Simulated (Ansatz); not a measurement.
The system is CrN2.

```
Cr N
1.0
     3.90179    0.00000    0.00000
     0.00000    4.80951    0.00000
     0.00000    0.00000    2.78417
Cr N
2 4
Direct
  0.00000 0.00000 0.00000
  0.50000 0.50000 0.50000
  0.86617 0.58878 0.00000
  0.13383 0.41123 0.00000
  0.36617 0.91122 0.50000
  0.63383 0.08878 0.50000
```

The cell comes from a database or a generator and needn't be the stable form of this composition.

- Program: Ansatz 0.2.0
- Task: relaxation of cell and atoms
- Functional: PBEsol
- Potentials or basis: Ansatz PAW
- Cutoff: 420 eV (not typed: the program's choice for these potentials)
- k mesh: 7 × 6 × 10
- Occupations: fermi-dirac, width 0.05 eV
- Spin: collinear spin, ferromagnetic start
- Starting moments: [3.0, 3.0, 0.0, 0.0, 0.0, 0.0] μB

At the start: volume 8.71 Å³/atom.

Problem. How do energy, volume and symmetry change on relaxing?

Solution. It ends after 8 steps and the volume is 8.35 Å³/atom (-4.1 %); space group Pnnm (No. 58, to 0.05 Å); moment 4.18 μB per cell.

The path:
```
step  energy change (eV)  largest force (eV/Å)  volume (Å³)
   1              0.0000                0.0642        52.25
   2             -0.0649                0.1361        50.90
   3             -0.0786                0.1025        50.10
   4             -0.0786                0.0590        50.14
   5             -0.0787                0.0022        50.15
   6             -0.0700                0.0018        50.15
   7             -0.0703                0.0003        50.10
   8             -0.0701                0.0003        50.10
```

Final structure:
```
Cr N
1.0
     3.85438    0.00000    0.00000
     0.00000    4.74367    0.00000
     0.00000    0.00000    2.74000
Cr N
2 4
Cartesian
  0.0000 0.0000 0.0000
  1.9272 2.3718 1.3700
  3.3324 2.7969 0.0000
  0.5220 1.9468 0.0000
  1.4052 4.3186 1.3700
  2.4492 0.4251 1.3700
```

Caveat: the plane-wave basis is chosen anew once the cell has moved, so the energies of steps on either side of that aren't comparable; the pressure holds a Pulay correction of +0.8 GPa for the finite cutoff; only a ferromagnetic start was run, and an antiferromagnetic order may lie lower in energy; the PAW data sets come from PBE, with cores solved anew for the run's functional, which leaves a small shift of forces and pressure.
